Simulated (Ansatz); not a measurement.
**Al2O5: lattice vibrations and screening**

This session takes Al2O5 and sets out to relax the cell, tighten the relaxation for response calculations and get the zone-centre modes.

Method: DFT PBEsol, scalar-relativistic, plane waves, PAW, in Ansatz 0.2.0.

### 1 The structure to begin with

The structure is monoclinic, space group C2/m (No. 12). Conventional cell: a = 9.735 Å, b = 2.895 Å, c = 7.083 Å, α = 90.00°, β = 127.41°, γ = 90.00°. Al (site symmetry m) has 4 O at 1.78 to 1.86 Å in its first shell of neighbours. O (site symmetry m) is surrounded by 1 Al at 1.78 Å. Around O (site symmetry 2/m) lie 4 O at 2.09 Å. O (site symmetry m) has 3 Al at 1.85 to 1.86 Å in its first shell of neighbours.

Coordinates:

```cif
data_structure
_symmetry_space_group_name_H-M 'C2/m'
_symmetry_Int_Tables_number 12
_cell_length_a 9.7348
_cell_length_b 2.8946
_cell_length_c 7.0835
_cell_angle_alpha 90.000
_cell_angle_beta 127.411
_cell_angle_gamma 90.000
_cell_volume 158.54
loop_
_atom_site_label
_atom_site_type_symbol
_atom_site_symmetry_multiplicity
_atom_site_Wyckoff_symbol
_atom_site_fract_x
_atom_site_fract_y
_atom_site_fract_z
_atom_site_occupancy
Al1 Al 4 i 0.87050 0.50000 0.59811 1
O1 O 4 i 0.08146 0.50000 0.87375 1
O2 O 2 a 0.00000 0.00000 0.00000 1
O3 O 4 i 0.18148 0.00000 0.59993 1
```

This is a trial structure built by rule; it need not be a known or stable form of this composition.

(A quick probe on a coarse mesh, which set the mesh and smearing, is not shown.)

### 3 Coarse relaxation

File input.yaml:

```yaml
crystal:
  lattice:
    - [4.8674203339, -1.4473032671, 0.0]
    - [4.8674203339, 1.4473032671, 0.0]
    - [-4.3034049624, 0.0, 5.6264240495]
  atoms:
    - { symbol: Al, position: [0.37049554, 0.37049554, 0.59810599] }
    - { symbol: Al, position: [0.62950446, 0.62950446, 0.40189401] }
    - { symbol: O, position: [0.58145532, 0.58145532, 0.87374735] }
    - { symbol: O, position: [0.41854468, 0.41854468, 0.12625265] }
    - { symbol: O, position: [0.0, 0.0, 0.0] }
    - { symbol: O, position: [0.18147808, 0.18147808, 0.59993166] }
    - { symbol: O, position: [0.81852192, 0.81852192, 0.40006834] }
basis:
  ecutwfc: 420
kpoints:
  mp_grid: { grid: [8, 8, 4] }
hamiltonian:
  xc: pbesol
scf:
  occupations: { method: gaussian, width: 0.1 }
output:
  forces: true
  stress: true
  eigenvalues: true
relax:
  adjacent_minimum: "off"
  f_tol: 0.05
  max_steps: 80
  cell: { stress_tol: 0.5 }
```

On the command line:

```
$ ansatz run input.yaml --threads 4 --pin off --max-ram 12288MiB --backend cpu --events-out ev --progress --plain --runs-dir out
```

The session goes on with these runs: the relaxation; relaxing to 0.001 eV/Å; zone-centre modes.

What does the calculation give? Wanted: relaxed cell; volume; formation energy; optical modes at Γ; ε∞, principal values; mean Born charges.

**Answer**, as computed:

```
                                                               quantity                                                                       value
                                            relaxed cell (conventional)  a = 9.911 Å, b = 2.985 Å, c = 6.471 Å, α = 90.00°, β = 123.81°, γ = 90.00°
                                                   space group (0.01 Å)                                                               C2/m (No. 12)
                                                                 volume                                                               11.36 Å³/atom
formation energy (elements from runs with the same settings, not shown)                                                               -1.42 eV/atom
                              optical modes at Γ (without the LO field)                                                            594i to 826 cm⁻¹
                                                   ε∞, principal values                                                           2.94, 6.11, 15.76
                                                      mean Born charges                                                Al +2.43, O -2.54 to +3.39 e
```

**Reading.** The volume hardly moved (+0.3 %). The shape changed too: the edges of the input's cell moved by +1.9, +1.9, +17.0 %. 2 of the 18 optical modes at Γ are imaginary, down to 594i cm⁻¹: the structure is a saddle point and would distort without enlarging its cell. The log calls the force constants unconverged on this k mesh, so soft modes can move much, or change sign, on a denser one. ε∞ is 2.94, 6.11, 15.76; with unstable modes no static constant is defined. The log warns that the force constants on this k mesh, and the frequencies and static response formed from them, are not converged.
